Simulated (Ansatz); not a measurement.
**ZrS+ (doublet): from Hartree-Fock to the top rungs, def2-TZVPP**

The task here is to estimate one member of a computed series from the others.

Method: def2-TZVPP, core rule «outside noble gas», up to 9 orbitals frozen; program: Ansatz 0.2.0, Gaussian basis.

The runs, in order: UHF; ROHF; CCSD(T) on UHF.

2 further runs of the same task are left out: 2 set aside as unsound or not needed.

### What is computed

The geometry is a PBE0/def2-TZVP stationary point (not a proven minimum) of the parent state, kept for this charge and spin. No spin-orbit coupling is included. Elements past krypton take def2 core potentials.

2 atoms, charge 1, spin multiplicity 2.

Atoms are counted from 1 here; the program's logs count them from 0.

Bond lengths: Zr1–S2 2.143 Å.

Set-up of the first run:

Contents of in.yaml:

```yaml
crystal:
  periodic: [false, false, false]
  atoms:
    - {symbol: Zr, position_ang: [0.000000, 0.000000, 0.000000]}
    - {symbol: S, position_ang: [0.000000, 0.000000, 2.143378]}
basis:
  gaussian: {orbitals: def2-TZVPP}
total_charge: 1
magnetization: {spin_polarized: true, initial_magnetization: 1}
hamiltonian: {xc: hf}
output: {orbitals: {seedname: orbitals}}
```

The run is started by

```
$ ansatz run in.yaml --threads 1 --pin off --events-out ev --progress --plain --max-ram 4096MiB --backend cpu
```

Steps of the session up to this table: UHF; ROHF; CCSD(T) on UHF.

One table of the session follows, with a row left open; its other results are not shown here.

| method | from UCCSD(T) (meV) |
| --- | --- |
| ROHF | +7463.5 |
| UHF | +7344.6 |
| UMP2 | ? |
| UCCSD | +566.2 |
| UCCSD(T) | 0 |

**Question.** Estimate the row for UMP2.

The run gave: from UCCSD(T) (meV): +787.8. In the column «from UCCSD(T) (meV)» it lies between UCCSD (+566.2) and UHF (+7344.6).
